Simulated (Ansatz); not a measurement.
# BGeN+ (doublet): the correlation ladder, cc-pVTZ

One table from this session's results is given with a row withheld; the runs are named, their logs left out.

Method: cc-pVTZ, core rule «outside noble gas», up to 16 orbitals frozen; program: Ansatz 0.2.0, Gaussian basis.

To be run: UHF; CCSD(T) on ROHF; CCSD(T) on UHF; BCCD(T) on ROHF; CCSDT(Q) on ROHF; CCSDT(Q) on UHF; CASSCF and NEVPT2, 11 electrons in 12 orbitals.

6 further runs of the same task are left out: 6 set aside as unsound or not needed.

## The system

The geometry is a PBE0/def2-TZVP stationary point (not a proven minimum) of the parent state, kept for this charge and spin. No spin-orbit coupling is included. The filled d shell of Ge may be among the frozen orbitals whatever the setting's name suggests; the logs give the count.

3 atoms, charge 1, spin multiplicity 2.

Atoms are counted from 1 here; the program's logs count them from 0.

Bond lengths: B1–N2 1.267 Å, N2–Ge3 1.800 Å. Angles: B1–N2–Ge3 180.0°.

Set-up of the first run:

File in.yaml:

```yaml
crystal:
  periodic: [false, false, false]
  atoms:
    - {symbol: B, position_ang: [0.000000, 0.000000, -1.444600]}
    - {symbol: N, position_ang: [0.000000, 0.000000, -0.177700]}
    - {symbol: Ge, position_ang: [0.000000, 0.000000, 1.622300]}
basis:
  gaussian: {orbitals: cc-pVTZ}
total_charge: 1
magnetization: {spin_polarized: true, initial_magnetization: 1}
hamiltonian: {xc: hf}
output: {orbitals: {seedname: orbitals}}
```

Run with:

```console
ansatz run in.yaml --threads 1 --pin off --events-out ev --progress --plain --max-ram 2560MiB --backend cpu
```

Steps of the session up to this table: UHF; CCSD(T) on ROHF; CCSD(T) on UHF; BCCD(T) on ROHF; CCSDT(Q) on ROHF; CCSDT(Q) on UHF; CASSCF and NEVPT2, 11 electrons in 12 orbitals.

One table of the session follows, with a row left open; its other results are not shown here.

It belongs to the step «Misses and costs». 

| method | from UCCSDT(Q) (kJ/mol) |
| --- | --- |
| ROHF | ? |
| UHF | +902.6 |
| RMP2 | +84.0 |
| UMP2 | +83.1 |
| RCCSD | +53.3 |
| UCCSD | +53.2 |
| RCCSD(T) | +5.1 |
| UCCSD(T) | +5.2 |
| BCCD(T) | +4.7 |
| RCCSDT | +3.9 |
| UCCSDT | +3.9 |
| RCCSDT(Q) | +0.5 |
| UCCSDT(Q) | 0 |
| CASSCF valence | +496.8 |
| NEVPT2 valence | +105.2 |

Q: Estimate the row for ROHF from the others.

As computed: from UCCSDT(Q) (kJ/mol): +908.4. In the column «from UCCSDT(Q) (kJ/mol)» it is the highest.

To keep in mind: Restricted and unrestricted rows rest on different reference determinants; where their highest levels disagree by more than a few hundredths of an eV, they describe different states and don't form one ladder.
